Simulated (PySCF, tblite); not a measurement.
**C₆H₁₁N₂P: geometry, infrared bands and NMR shifts**

What infrared bands and NMR shifts should C₆H₁₁N₂P (`CCCn1ncpc1C`) show?

The runs use tblite 0.8.0 and PySCF 2.14.0, with density-fitted response routines of our own; the level of theory stands in each step. All values are computed, except where a source is named. Atoms are numbered from 0 throughout.

## (1) Starting geometry

20 atoms, charge 0, multiplicity 1; geometry from: force field or distance geometry start.

Bonds of the start (Å): C0–C1 1.53, C1–C2 1.49, C2–N3 1.50, N3–N4 1.26, N4–C5 1.30, C5–P6 1.76, P6–C7 1.87, C7–C8 1.50, C7–N3 1.33, C0–H9 1.12, C0–H10 1.11, C0–H11 1.11, C1–H12 1.10, C1–H13 1.12, C2–H14 1.11, C2–H15 1.11, C5–H16 1.09, C8–H17 1.11, C8–H18 1.13, C8–H19 1.10.

## (2) Geometry optimisation with GFN2-xTB

The job: settings as JSON, then the geometry in Å.

```
{"job": {"kind": "relax", "xc": "GFN2-xTB", "basis": "xTB"}, "charge": 0, "multiplicity": 1}
C      2.358800     0.168400    -0.352000
C      1.461700    -0.907200     0.258200
C      0.422400    -0.368100     1.177600
N     -0.512400     0.572000     0.468000
N     -0.303200     1.814700     0.407200
C     -1.111000     2.630400    -0.210400
P     -2.418600     1.621800    -0.827700
C     -1.613000     0.093400    -0.099600
C     -2.091500    -1.329900    -0.158100
H      2.636600     0.906900     0.439300
H      3.291500    -0.284600    -0.746100
H      1.796300     0.631200    -1.187600
H      1.052200    -1.561400    -0.520800
H      2.166800    -1.542600     0.861800
H     -0.208700    -1.183500     1.579400
H      0.882600     0.123000     2.054100
H     -0.974400     3.711400    -0.300000
H     -1.991200    -1.839100     0.827600
H     -3.210900    -1.341100    -0.335100
H     -1.639400    -1.905100    -0.977600
```

The run is started by

```
OMP_NUM_THREADS=1 python probes_run.py task.json out
```

This one command runs all jobs of the session in turn.

Output:

```text
step      E/eV     max force
  0    -728.58867    4.932
  1    -729.15660    1.436
  2    -729.33936    1.281
  3    -729.45337    0.956
  4    -729.51500    0.629
  5    -729.55423    0.551
  6    -729.57457    0.313
  7    -729.58761    0.266
  8    -729.59699    0.241
  9    -729.60148    0.194
 10    -729.60339    0.168
 11    -729.60509    0.131
 12    -729.60685    0.120
 13    -729.60843    0.084
 14    -729.60974    0.089
 15    -729.61102    0.101
 16    -729.61250    0.117
 17    -729.61405    0.105
 18    -729.61553    0.081
 19    -729.61696    0.075
 20    -729.61831    0.084
 21    -729.61943    0.094
 22    -729.62033    0.093
 23    -729.62118    0.071
 24    -729.62213    0.097
 25    -729.62307    0.080
 26    -729.62383    0.078
 27    -729.62453    0.077
 28    -729.62547    0.089
 29    -729.62683    0.126
 30    -729.62861    0.120
 31    -729.63056    0.131
 32    -729.63249    0.153
 33    -729.63452    0.150
 34    -729.63700    0.129
 35    -729.63965    0.122
 36    -729.64159    0.101
 37    -729.64234    0.101
 38    -729.64292    0.114
 39    -729.64400    0.066
 40    -729.64464    0.046
 41    -729.64533    0.054
 42    -729.64589    0.065
 43    -729.64656    0.053
 44    -729.64708    0.045
 45    -729.64740    0.037
 46    -729.64760    0.027
 47    -729.64782    0.032
 48    -729.64803    0.025
 49    -729.64819    0.022
 50    -729.64829    0.019
 51    -729.64836    0.018
 52    -729.64843    0.021
 53    -729.64851    0.024
 54    -729.64859    0.025
 55    -729.64867    0.022
 56    -729.64878    0.021
 57    -729.64891    0.024
 58    -729.64906    0.026
 59    -729.64919    0.025
 60    -729.64930    0.027
 61    -729.64944    0.031
 62    -729.64961    0.030
 63    -729.64976    0.023
 64    -729.64984    0.023
 65    -729.64990    0.020
 66    -729.64997    0.017
 67    -729.65007    0.023
 68    -729.65015    0.020
 69    -729.65020    0.018
 70    -729.65023    0.017
 71    -729.65028    0.018
 72    -729.65035    0.025
 73    -729.65042    0.021
 74    -729.65048    0.016
 75    -729.65052    0.017
 76    -729.65057    0.015
 77    -729.65062    0.016
 78    -729.65065    0.010
```

Wall time 0.61 s (1 thread of Arm Neoverse V1, shared host); peak memory 0.18 GiB.

Step by step: (not every step is listed)

```
step  energy from step 0 (eV)  largest force (eV/Å)
   0                   0.0000                4.9318
   1                  -0.5679                1.4362
   2                  -0.7507                1.2815
   3                  -0.8647                0.9556
   4                  -0.9263                0.6287
   5                  -0.9656                0.5506
   6                  -0.9859                0.3130
   7                  -0.9989                0.2665
   8                  -1.0083                0.2411
  14                  -1.0211                0.0888
  20                  -1.0296                0.0836
  26                  -1.0352                0.0785
  32                  -1.0438                0.1530
  38                  -1.0543                0.1139
  44                  -1.0584                0.0450
  50                  -1.0596                0.0193
  56                  -1.0601                0.0208
  62                  -1.0609                0.0299
  68                  -1.0615                0.0203
  73                  -1.0618                0.0212
  74                  -1.0618                0.0157
  75                  -1.0619                0.0165
  76                  -1.0619                0.0153
  77                  -1.0620                0.0155
  78                  -1.0620                0.0097
```

Close pairs (by a distance rule), those that changed most:

```
  bond  before (Å)  after (Å)  change (Å)
 P6–C7       1.875      1.735      -0.140
 C2–N3       1.504      1.441      -0.062
 N3–N4       1.262      1.322      +0.061
C8–H18       1.133      1.087      -0.046
 C1–C2       1.489      1.533      +0.044
C1–H13       1.125      1.092      -0.033
 C0–H9       1.117      1.087      -0.030
C8–H17       1.114      1.091      -0.023
```

The next job starts from the end point, and lists it.

## (3) Infrared spectrum with GFN2-xTB

The job: settings as JSON, then the geometry in Å.

```
{"job": {"kind": "ir", "xc": "GFN2-xTB", "basis": "xTB"}, "charge": 0, "multiplicity": 1}
C      2.335571     0.136563    -0.368207
C      1.446090    -0.930574     0.255801
C      0.410859    -0.325225     1.210483
N     -0.519177     0.538576     0.527362
N     -0.252071     1.833448     0.509305
C     -1.154663     2.482714    -0.173978
P     -2.437091     1.502018    -0.862800
C     -1.627944     0.150425    -0.135928
C     -2.059179    -1.274656    -0.172900
H      2.878602     0.679258     0.401620
H      3.054212    -0.319109    -1.045080
H      1.739558     0.852721    -0.928397
H      0.936098    -1.485460    -0.533762
H      2.055636    -1.638407     0.820521
H     -0.141959    -1.117976     1.720942
H      0.921179     0.294101     1.951597
H     -1.061210     3.550231    -0.265637
H     -2.229448    -1.658636     0.834285
H     -2.987802    -1.353274    -0.732679
H     -1.312411    -1.906060    -0.654369
```

Output:

```text
mode    cm-1     km/mol
  1      37.0      0.08
  2      79.0      0.36
  3     112.8      0.07
  4     138.0      0.09
  5     196.6      0.24
  6     228.9      0.24
  7     265.7      0.63
  8     321.0      0.49
  9     370.8      1.90
 10     425.1      0.93
 11     474.4      2.15
 12     531.9      0.89
 13     592.8      1.00
 14     659.0      0.00
 15     762.1     12.36
 16     800.9      2.54
 17     812.8     12.07
 18     848.7      7.82
 19     901.3      2.01
 20     924.9      5.76
 21     940.4      4.79
 22    1017.4      4.80
 23    1044.8      7.07
 24    1079.5      6.36
 25    1112.2      0.32
 26    1132.5      1.42
 27    1173.5      2.92
 28    1212.4     15.57
 29    1251.5      2.05
 30    1265.4     31.15
 31    1321.1     13.13
 32    1336.8     37.07
 33    1338.7     24.90
 34    1400.6     13.30
 35    1413.7     11.19
 36    1421.4      5.96
 37    1439.0      1.17
 38    1462.4     52.71
 39    1476.1      3.54
 40    1477.0      1.92
 41    1483.8      2.13
 42    1498.0      2.69
 43    1499.3      4.96
 44    2965.4     20.17
 45    2977.9     10.70
 46    2979.0     32.25
 47    2988.4     33.98
 48    2994.1     12.20
 49    2999.6     42.82
 50    3041.3     42.76
 51    3043.5     38.03
 52    3047.3      7.55
 53    3049.8     18.68
 54    3121.0     10.00
```

It took 0.81 s on 1 thread of Arm Neoverse V1, shared host; peak memory 0.18 GiB.

Which atoms move in the most intense modes:

```
cm⁻¹  km/mol                                 atoms
1265    31.1                               C7 47 %
1337    37.1  N3 25 %, H15 17 %, H12 17 %, C2 15 %
1462    52.7                      C5 40 %, N4 36 %
2979    32.2                    H17 57 %, H12 11 %
2988    34.0                    H15 50 %, H13 41 %
3000    42.8          H19 63 %, H12 12 %, H17 12 %
3041    42.8                              H10 87 %
3044    38.0                     H9 70 %, H11 20 %
```

## (4) Nuclear shieldings: PBE0/pcSseg-1

Settings changed since step 3:

```diff
@@ -1,2 +1,2 @@
-{"job": {"kind": "ir", "xc": "GFN2-xTB", "basis": "xTB"}, "charge": 0, "multiplicity": 1}
+{"job": {"kind": "nmr", "xc": "PBE0", "basis": "pcSseg-1"}, "charge": 0, "multiplicity": 1}
 C      2.335571     0.136563    -0.368207
```

Level: GIAO PBE0/pcSseg-1 NMR shielding, non-relativistic, gas phase.

Output:

```text
coarse grid: 17088 points
cycle   1  E = -685.4016711481  dE =  1.388e+00  |g| = 4.762e-01  |ddm| = 4.132e+00
cycle   2  E = -685.3585752614  dE =  4.310e-02  |g| = 6.719e-01  |ddm| = 9.390e-01
cycle   3  E = -685.4540855110  dE = -9.551e-02  |g| = 1.368e-01  |ddm| = 5.757e-01
cycle   4  E = -685.4579743964  dE = -3.889e-03  |g| = 5.359e-02  |ddm| = 1.770e-01
cycle   5  E = -685.4587096770  dE = -7.353e-04  |g| = 1.293e-02  |ddm| = 6.526e-02
cycle   6  E = -685.4587472272  dE = -3.755e-05  |g| = 4.133e-03  |ddm| = 1.555e-02
cycle   7  E = -685.4587507549  dE = -3.528e-06  |g| = 1.160e-03  |ddm| = 3.832e-03
final grid: 160256 points
cycle   8  E = -685.5112948958  dE = -5.169e-05  |g| = 1.033e-02  |ddm| = 3.370e-02
cycle   9  E = -685.5112610009  dE =  3.389e-05  |g| = 1.505e-02  |ddm| = 2.405e-02
cycle  10  E = -685.5113208852  dE = -5.988e-05  |g| = 3.090e-03  |ddm| = 1.784e-02
cycle  11  E = -685.5113232519  dE = -2.367e-06  |g| = 4.116e-04  |ddm| = 3.064e-03
cycle  12  E = -685.5113232838  dE = -3.190e-08  |g| = 1.669e-04  |ddm| = 5.475e-04
cycle  13  E = -685.5113232905  dE = -6.688e-09  |g| = 4.793e-05  |ddm| = 1.930e-04
cycle  14  E = -685.5113232910  dE = -5.321e-10  |g| = 1.033e-05  |ddm| = 5.123e-05
converged SCF energy = -685.5113232910

GIAO shielding tensors (ppm)
atom      isotropic    diamagn.    paramagn.     s11        s22        s33       span
  0 C      173.006     247.836     -74.830    161.000    174.181    183.835     22.835
  1 C      158.842     249.363     -90.521    149.617    157.027    169.883     20.266
  2 C      131.615     248.972    -117.357    109.524    128.891    156.430     46.906
  3 N       12.960     333.959    -320.999    -95.591     20.650    113.821    209.412
  4 N     -116.915     324.977    -441.893   -377.568    -98.493    125.315    502.884
  5 C       21.750     261.589    -239.839   -103.707     34.815    134.142    237.849
  6 P      196.329     969.324    -772.996     85.185    112.688    391.113    305.929
  7 C       11.028     260.835    -249.808   -125.235     30.079    128.238    253.473
  8 C      170.421     247.946     -77.525    156.922    169.813    184.528     27.606
  9 H       30.721      30.001       0.720     27.010     27.918     37.236     10.226
 10 H       30.727      28.912       1.814     25.731     27.862     38.588     12.857
 11 H       30.756      32.167      -1.410     24.549     32.724     34.996     10.448
 12 H       29.963      33.399      -3.436     24.482     30.603     34.803     10.321
 13 H       30.125      30.796      -0.671     24.944     28.481     36.951     12.007
 14 H       27.326      32.849      -5.523     23.041     28.008     30.930      7.889
 15 H       27.227      31.946      -4.718     23.305     26.344     32.033      8.728
 16 H       23.158      31.080      -7.923     21.181     21.705     26.587      5.406
 17 H       29.258      29.418      -0.160     24.566     27.736     35.472     10.906
 18 H       28.456      27.820       0.636     22.350     28.497     34.522     12.172
 19 H       29.153      31.258      -2.105     23.730     29.116     34.612     10.882
```

Run time: 40 s. Hardware: 1 thread of Arm Neoverse V1, shared host; peak memory 1 GiB.

Shifts follow as δ = σ(reference) − σ, with reference shieldings (ppm) from runs at the same level and on the same kind of geometry: ¹H TMS 31.72, ¹³C TMS 186.9, ¹⁵N NH3 267.7, ³¹P H3PO4 318.4. The references are single molecules in the gas phase, so shifts against H2O, NH3, PH3, H3PO4 or CFCl3 are not on the usual liquid scales and can be off by tens of ppm. Atoms listed in one row are averaged.

```
        atoms                                          environment  σ (ppm)  δ (ppm)  δ scaled to CDCl3
           C7  substituted aromatic carbon next to a ring nitrogen     11.0    175.9              169.8
           C5                  aromatic CH next to a ring nitrogen     21.8    165.2              159.3
           C2                                  sp3 CH2 bonded to N    131.6     55.3               52.1
           C1                                              sp3 CH2    158.8     28.1               25.5
           C8                    methyl carbon on an aromatic ring    170.4     16.5               14.2
           C0                                        methyl carbon    173.0     13.9               11.7
          H16   hydrogen on an aromatic CH next to a ring nitrogen    23.16     8.56               8.18
     H14, H15                   hydrogen on an sp3 CH2 bonded to N    27.28     4.44               4.29
H17, H18, H19      hydrogen on a methyl carbon on an aromatic ring    28.96     2.76               2.71
     H12, H13                               hydrogen on an sp3 CH2    30.04     1.67               1.68
 H9, H10, H11                          hydrogen on a methyl carbon    30.73     0.98               1.03
           N4                   pyridine-type nitrogen of an azole   -116.9    384.6                  –
           N3                           pyrrole-type ring nitrogen     13.0    254.8                  –
           P6       phosphorus bonded to 2 C, in a 5-membered ring    196.3    122.0                  –
```

The scaled column applies a straight-line fit of computed shieldings to shifts measured in CDCl3 (root-mean-square error 0.16 ppm for H, 1.9 ppm for C).

Charges from the same density, by scheme (e):

```
atoms  Mulliken    IAO  Hirshfeld  ESP fit
   C0     -0.28  -0.42      -0.12    -0.33
   C1     -0.28  -0.25      -0.07     0.22
   C2      0.04  -0.16      -0.01    -0.35
   N3     -0.43   0.06       0.05     0.33
   N4     -0.18  -0.23      -0.12    -0.55
   C5     -0.19  -0.28      -0.08     0.09
   P6      0.28   0.20      -0.01    -0.27
   C7     -0.20  -0.15      -0.01     0.24
   C8     -0.18  -0.43      -0.12    -0.70
```

Mayer bond orders: C0–C1 1.05, C1–C2 1.04, C2–N3 0.89, N3–N4 1.19, N4–C5 1.56, C5–P6 1.24, P6–C7 1.37, C7–C8 1.07, C7–N3 1.18.

Ring of atoms N3, N4, C5, P6, C7: NICS(0) -12.0, NICS(1) -12.1, NICS(1)zz -28.7 ppm (means of both faces).

## (5) Results

| quantity | value |
| --- | --- |
| strongest single infrared mode (GFN2-xTB) | 1462 cm⁻¹, 53 km/mol |
| zero-point energy (GFN2-xTB) | 103.6 kcal/mol |
| ¹³C shifts against TMS (PBE0/pcSseg-1) | 175.9, 165.2, 55.3, 28.1, 16.5, 13.9 ppm |
| ¹H shifts against TMS (PBE0/pcSseg-1, means over atoms taken as alike) | 8.56, 4.44, 2.76, 1.67, 0.98 ppm |
| ¹⁵N shifts against NH3 (PBE0/pcSseg-1) | 384.6, 254.8 ppm |
| ³¹P shifts against H3PO4 (PBE0/pcSseg-1) | 122.0 ppm |

**Reading.** The optimisation took 78 steps and gained 1.062 eV; among the close pairs (by a distance rule), P6–C7 changed most, from 1.875 to 1.735 Å. All 54 modes are real, so the xTB geometry is a minimum. The strongest single mode, at 1462 cm⁻¹, moves mainly C5 and N4. GFN2-xTB is a fitted tight-binding method: band positions and strengths are rough. Its intensities can rank the bands wrongly. At PBE0/pcSseg-1: Shielding is most anisotropic at N4 (span 503 ppm, paramagnetic term -442 ppm). NICS(1)zz of -29 ppm above the planar ring from N3 marks a diatropic (aromatic) ring current.
